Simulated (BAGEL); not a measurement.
**BP2H4F (SMILES FB(P)P) at HF/STO-3G (density fitting with qzvpp-jkfit)**

Aim: the electronic atomisation energy of BP2H4F at HF/STO-3G (density fitting with qzvpp-jkfit), from 5 runs. 

Program for the calculation: BAGEL 1.2.2.

23 further runs of the same task are left out: 23 set aside as unsound or not needed.

## (1) The molecule

The species is BP2H4F (8 atoms), meant as a singlet with charge 0. As SMILES, `FB(P)P`. The coordinates come from a GFN2-xTB relaxation. This is one conformer, not always the lowest.

Bond lengths: F1–B2 1.324 Å, B2–P3 1.904 Å, B2–P4 1.904 Å, P3–H5 1.382 Å, P3–H6 1.382 Å, P4–H7 1.381 Å, P4–H8 1.380 Å. Angles: F1–B2–P3 117.1°, F1–B2–P4 117.0°, P3–B2–P4 124.7°, B2–P3–H5 98.6°, B2–P3–H6 97.1°, B2–P4–H7 98.6°, B2–P4–H8 97.2°, H5–P3–H6 95.0°, H7–P4–H8 95.0°.

## (2) A single-point energy at HF/STO-3G (density fitting with qzvpp-jkfit)

File job.json:

```json
{ "bagel" : [

{
  "title" : "molecule",
  "basis" : "sto-3g",
  "df_basis" : "qzvpp-jkfit",
  "angstrom" : true,
  "geometry" : [
    { "atom" : "F", "xyz" : [    0.663340,   -0.516750,    1.721110 ] },
    { "atom" : "B", "xyz" : [    0.398890,   -0.219700,    0.458380 ] },
    { "atom" : "P", "xyz" : [    0.965460,    1.487550,   -0.166700 ] },
    { "atom" : "P", "xyz" : [   -0.185310,   -1.644210,   -0.661790 ] },
    { "atom" : "H", "xyz" : [   -0.098720,    1.764270,   -1.003520 ] },
    { "atom" : "H", "xyz" : [    0.480510,    2.228270,    0.894030 ] },
    { "atom" : "H", "xyz" : [   -1.086750,   -0.941410,   -1.436960 ] },
    { "atom" : "H", "xyz" : [   -1.137410,   -2.158010,    0.195460 ] }
  ]
},
{
  "title" : "hf"
},
{
  "title" : "print",
  "file" : "orbitals.molden",
  "orbitals" : true
}

]}
```

The run is started by

```sh
$ BAGEL_NUM_THREADS=1 BAGEL job.json > job.out
```

The log of the run:

```text
* using 1 threads per process

  ===============================================================
  ===============================================================

  *** Geometry ***

  { "atom" : "F", "xyz" : [      1.253531,     -0.976516,      3.252427 ] },
  { "atom" : "B", "xyz" : [      0.753793,     -0.415173,      0.866213 ] },
  { "atom" : "P", "xyz" : [      1.824455,      2.811062,     -0.315017 ] },
  { "atom" : "P", "xyz" : [     -0.350185,     -3.107107,     -1.250602 ] },
  { "atom" : "H", "xyz" : [     -0.186554,      3.333987,     -1.896378 ] },
  { "atom" : "H", "xyz" : [      0.908032,      4.210820,      1.689472 ] },
  { "atom" : "H", "xyz" : [     -2.053660,     -1.779007,     -2.715461 ] },
  { "atom" : "H", "xyz" : [     -2.149393,     -4.078048,      0.369366 ] },

  Number of auxiliary basis functions:      480

  Since a DF basis is specified, we compute 2- and 3-index integrals:
    o Being stored without compression. Storage requirement is 0.004 GB

  Number of basis functions:       32
  Number of electrons      :       48

    * METHOD: MOLECULE                             0.17

  *** RHF ***

  === Nuclear Repulsion ===
   189.1688197543

      * DIIS with orbital gradients will be used.

  === RHF iteration (sto-3g) ===
      0       -798.55997414          0.01352566           0.02
      1       -798.62049105          0.00436841           0.02
      2       -798.62650934          0.00085837           0.02
      3       -798.62698532          0.00010439           0.02
      4       -798.62699366          0.00002844           0.02
      5       -798.62699420          0.00000569           0.02
      6       -798.62699422          0.00000167           0.02
      7       -798.62699422          0.00000044           0.02
      8       -798.62699422          0.00000014           0.02
      9       -798.62699422          0.00000004           0.02
     10       -798.62699422          0.00000001           0.02
     11       -798.62699422          0.00000000           0.02
    * SCF iteration converged.

    * Permanent dipole moment:
           (    0.448360,    -0.156874,    -0.050378) a.u.

    * METHOD: HF                                   0.33

    * METHOD: PRINT                                0.00

  ===============================================================
```

Wall time 0.62 s (1 thread of Arm Neoverse V1, shared host).

## (3) The B atom, same level

File hf.json:

```json
{ "bagel" : [

{
  "title" : "molecule",
  "basis" : "sto-3g",
  "df_basis" : "qzvpp-jkfit",
  "angstrom" : true,
  "geometry" : [
    { "atom" : "B", "xyz" : [    0.000000,    0.000000,    0.000000 ] }
  ]
},
{
  "title" : "uhf",
  "nopen" : 1
},
{
  "title" : "print",
  "file" : "orbitals.molden",
  "orbitals" : true
}

]}
```

Run the same way, it converges to -24.14912 Eh (log not shown).

## (4) The F atom, same level

File calc.json:

```json
{ "bagel": [

{
  "title": "molecule",
  "basis": "sto-3g",
  "df_basis": "qzvpp-jkfit",
  "angstrom": true,
  "geometry": [
    { "atom": "F", "xyz": [    0.000000,    0.000000,    0.000000 ] }
  ]
},
{
  "title": "uhf",
  "nopen": 1
},
{
  "title": "print",
  "file": "orbitals.molden",
  "orbitals": true
}

]}
```

The run is started by

```sh
$ BAGEL_NUM_THREADS=1 BAGEL calc.json > calc.out
```

The log of the run:

```text
* using 1 threads per process

  ===============================================================
  ===============================================================

  *** Geometry ***

  { "atom" : "F", "xyz" : [      0.000000,      0.000000,      0.000000 ] },

  Number of auxiliary basis functions:       77

  Since a DF basis is specified, we compute 2- and 3-index integrals:
    o Being stored without compression. Storage requirement is 0.000 GB

  Number of basis functions:        5
  Number of electrons      :        9

    * METHOD: MOLECULE                             0.01

  *** Open-shell HF ***

  === Nuclear Repulsion ===
     0.0000000000

      * DIIS with orbital gradients will be used.

  === UHF iteration (sto-3g) ===
      0        -97.98658798          0.00000000           0.00
    * SCF iteration converged.

    * S^2 (UHF) is 0.7500

    * Permanent dipole moment:
           (    0.000000,     0.000000,     0.000000) a.u.

    * METHOD: UHF                                  0.01

    * METHOD: PRINT                                0.00

  ===============================================================
```

It took 0.16 s on 1 thread of Arm Neoverse V1, shared host.

## (5) The H atom

File hf.json:

```json
{ "bagel": [

{
  "title": "molecule",
  "basis": "sto-3g",
  "df_basis": "qzvpp-jkfit",
  "angstrom": true,
  "geometry": [
    { "atom": "H", "xyz": [    0.000000,    0.000000,    0.000000 ] }
  ]
},
{
  "title": "uhf",
  "charge": 0,
  "nopen": 1
},
{
  "title": "print",
  "file": "orbitals.molden",
  "orbitals": true
}

]}
```

Run the same way, it converges to -0.46658 Eh (log not shown).

## (6) The P atom, same level

File hf.json:

```json
{ "bagel": [

{
  "title": "molecule",
  "basis": "sto-3g",
  "df_basis": "qzvpp-jkfit",
  "angstrom": true,
  "geometry": [
    { "atom": "P", "xyz": [    0.000000,    0.000000,    0.000000 ] }
  ]
},
{
  "title": "uhf",
  "nopen": 3
},
{
  "title": "print",
  "file": "orbitals.molden",
  "orbitals": true
}

]}
```

Run the same way, it converges to -336.86896 Eh (log not shown).

## (7) Results

Level: HF/STO-3G (density fitting with qzvpp-jkfit).

| quantity | value |
| --- | --- |
| molecule: total energy | -798.62699 Eh |
| molecule: dipole moment | 1.21 D |
| molecule: HOMO energy | -6.82 eV |
| molecule: LUMO energy | 7.35 eV |
| molecule: HOMO–LUMO gap | 14.17 eV |
| B atom: total energy | -24.14912 Eh |
| B atom: dipole moment | 0.00 D |
| B atom: ⟨S²⟩ | 0.750 |
| F atom: total energy | -97.98659 Eh |
| F atom: dipole moment | 0.00 D |
| F atom: ⟨S²⟩ | 0.750 |
| H atom: total energy | -0.46658 Eh |
| H atom: dipole moment | 0.00 D |
| H atom: ⟨S²⟩ | 0.750 |
| P atom: total energy | -336.86896 Eh |
| P atom: dipole moment | 0.00 D |
| P atom: ⟨S²⟩ | 3.750 |
| electronic atomisation energy | 24.138 eV |

In words: Taking the molecule apart into free atoms costs 24.14 eV (557 kcal/mol), before zero-point energy and without spin-orbit coupling. Hartree–Fock lacks the correlation of the bonding pairs, which as a rule makes this value much too low; in minimal bases other errors can mask that. In a minimal basis such a difference can be off by several eV, whatever the method.
